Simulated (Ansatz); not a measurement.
## Sr₂ZnMoO₆, space group Fm-3m: a relaxation of cell and ions, step by step

Computed with Ansatz 0.2.0 through its Python package.

Typed at the interpreter:
```pycon
>>> from pathlib import Path
>>> import json
>>> import warnings
>>> import ansatz as az
>>> from ase.data import atomic_numbers
>>> import matplotlib.pyplot as plt
>>> import numpy as np
>>> import spglib
>>> FUNCTIONAL = "pbesol"
>>> CUTOFF = 470
>>> K_DENSITY = 2.5
>>> FMAX = 0.05
>>> def edges_and_angles(cell):
...     cell = np.asarray(cell)
...     a, b, c = np.linalg.norm(cell, axis=1)
...     cosines = cell[1] @ cell[2] / (b * c), cell[0] @ cell[2] / (a * c), cell[0] @ cell[1] / (a * b)
...     return (a, b, c, *np.degrees(np.arccos(cosines)))
...
>>> warnings.simplefilter("ignore", az.DeckWarning)
>>> cell = (
...     az.Lattice.of((0.0, 3.977, 3.977), (3.977, 0.0, 3.977), (3.977, 3.977, 0.0))
...     .atom("Sr", (0.25, 0.25, 0.25))
...     .atom("Sr", (0.75, 0.75, 0.75))
...     .atom("Zn", (0.5, 0.5, 0.5))
...     .atom("Mo", (0.0, 0.0, 0.0))
...     .atom("O", (0.75, 0.25, 0.25))
...     .atom("O", (0.25, 0.75, 0.25))
...     .atom("O", (0.25, 0.75, 0.75))
...     .atom("O", (0.75, 0.25, 0.75))
...     .atom("O", (0.25, 0.25, 0.75))
...     .atom("O", (0.75, 0.75, 0.25))
... )
>>> # edges free, angles fixed
>>> setup = cell.calculation()
>>> setup = setup.functional(FUNCTIONAL).pseudopotentials("paw")
>>> setup = setup.occupations(az.OccupationsMethod.FIXED)
>>> setup = setup.basis(CUTOFF).kpoints(density=K_DENSITY)
>>> setup = setup.relax(force_tolerance=FMAX, max_steps=40, fix_cell=["angles"], stress_tolerance=0.05).density()
>>> setup = setup.potential()
>>> setup = setup.output_files(volumetric_format=["xsf", "npy"])
>>> outcome = setup.run(threads=1, pin="off", events_out="stream.ndjson")

>>> with open("stream.ndjson") as stream:
...     events = [json.loads(line) for line in stream]
...
>>> steps = [e["data"] for e in events if e["event"] == "relax_step"]
>>> report = outcome.report
>>> report["free_energy_ev"]
-18536.727431327847
>>> print("step   energy (eV)     max comp. (eV/A)   P (GPa)  SCF")
step   energy (eV)     max comp. (eV/A)   P (GPa)  SCF
>>> for s in steps:
...     print(f"{s['step']:4d} {s['lagrangian_ev']:15.5f} {s['allowed_force_max_ev_ang']:12.4f} {s['pressure_gpa']:10.3f} {s['n_scf']:5d}")
...
   1    -18536.06629       2.6664     -7.641     8
   2    -18536.69245       0.1411      3.630     7
   3    -18536.72827       0.0441     -0.112     6
   4    -18536.72841       0.0063      0.021     5
   5    -18536.72743       0.0063     -0.002     7
>>> first, last = steps[0], steps[-1]
>>> symbols = [site.symbol for site in outcome.lattice.sites]
>>> print(f"energy gained {first['lagrangian_ev'] - last['lagrangian_ev']:.4f} eV in {len(steps) - 1} steps")
energy gained 0.6611 eV in 4 steps
>>> for label, vectors in (("before", first["cell_ang"]), ("after", outcome.lattice.cell_ang)):
...     print(label, "a b c (A) {:.4f} {:.4f} {:.4f}  angles {:.2f} {:.2f} {:.2f}".format(*edges_and_angles(vectors)), f" V = {abs(np.linalg.det(vectors)):.3f} A^3")
...
before a b c (A) 5.6243 5.6243 5.6243  angles 60.00 60.00 60.00  V = 125.805 A^3
after a b c (A) 5.5851 5.5851 5.5851  angles 60.00 60.00 60.00  V = 123.191 A^3
>>> print("final stress xx yy zz (GPa, compression positive):", np.round(np.diag(report["stress_gpa"]), 3) + 0.0)
final stress xx yy zz (GPa, compression positive): [-0.002 -0.002 -0.002]
>>> fractions = [site.position_frac for site in outcome.lattice.sites]
>>> numbers = [atomic_numbers[s] for s in symbols]
>>> for tolerance in (1e-3, 1e-2, 1e-1):
...     print(f"space group at {tolerance} A:", spglib.get_spacegroup((outcome.lattice.cell_ang, fractions, numbers), symprec=tolerance))
...
space group at 0.001 A: Fm-3m (225)
space group at 0.01 A: Fm-3m (225)
space group at 0.1 A: Fm-3m (225)
>>> fig, (top, bottom) = plt.subplots(2, 1, sharex=True, figsize=(4.5, 4))
>>> top.plot([s["lagrangian_ev"] - last["lagrangian_ev"] for s in steps], "o-")
[<matplotlib.lines.Line2D object at 0x...>]
>>> top.set_ylabel("E - E(final) (eV)")
Text(0, 0.5, 'E - E(final) (eV)')
>>> bottom.semilogy([max(s["allowed_force_max_ev_ang"], 1e-6) for s in steps], "s-")
[<matplotlib.lines.Line2D object at 0x...>]
>>> bottom.set(xlabel="step", ylabel="largest force (eV/A)")
[Text(0.5, 0, 'step'), Text(0, 0.5, 'largest force (eV/A)')]
>>> fig.tight_layout()
>>> fig.savefig("relax.png", dpi=100)
>>> energy = report["free_energy_ev"]
>>> print("Sr2ZnMoO6: {:.6f} eV = {:.6f} Ry = {:.6f} Ha".format(energy, energy / 13.605693, energy / 27.211386))
Sr2ZnMoO6: -18536.727431 eV = -1362.424349 Ry = -681.212175 Ha
>>> print("Fermi level {:.4f} eV, {} k-points, {} symmetry operations".format(report["fermi_energy_ev"], report["n_kpoints"], report["n_symmetry_ops"]))
Fermi level 9.7819 eV, 13 k-points, 12 symmetry operations
>>> folder = Path(outcome.write_results("volumes"))
>>> print(sorted(path.name for path in folder.iterdir()))
['fields.json', 'rho.npy', 'rho.xsf', 'rho_z.tsv', 'v_es.npy', 'v_es.xsf', 'v_tot.npy', 'v_tot.xsf', 'v_z.tsv']
>>> head = (folder / "rho.xsf").read_text().split("BEGIN_BLOCK")[0]
>>> print(head)
CRYSTAL
PRIMVEC
   -0.000000    3.949268    3.949268
    3.949268    0.000000    3.949268
    3.949268    3.949268   -0.000000
PRIMCOORD
   10    1
   38    1.974634    1.974634    1.974634
   38    5.923901    5.923901    5.923901
   30    3.949268    3.949268    3.949268
   42   -0.000000   -0.000000   -0.000000
    8    1.904348    3.949268    3.949268
    8    3.949268    1.904348    3.949268
    8    5.994187    3.949268    3.949268
    8    3.949268    5.994187    3.949268
    8    3.949268    3.949268    1.904348
    8    3.949268    3.949268    5.994187
```

Caveats:
- Absolute energies stand on the zero of these potentials, so only differences at equal settings mean something. A total without «per atom» is that of the cell as typed.
- The run is spin-unpolarised.
- The Fermi level of a run with fixed occupations marks the highest occupied state on its mesh, not mid-gap.
- The zero of the levels is a convention of the potentials, so an absolute Fermi energy is no work function.
- Energies along a relaxation are free energies. Rows at an unchanged volume are solved on a plane-wave basis chosen afresh for that cell, so the energy jumps there and such rows are no steps of the walk.
- Edges and angles are those of the cell as typed, here a primitive one, not of the conventional cell.
- Of the deposited cell: the entry's cell lengths or inner coordinates differ somewhat from later room-temperature determinations.
- The fields are valence quantities on the plane-wave grid; their values near the nuclei depend on the potentials.
- The starting cell is as deposited in a crystallographic database; the results hold for this polymorph, which needn't be the stable one.
- The script silences the warnings on its input, which a real study should read.
- Timing: 35 s on 1 thread of Arm Neoverse V2 (shared host), peak memory 0.56 GiB.

(Lines on the test bed's own set-up are left out of the output.)
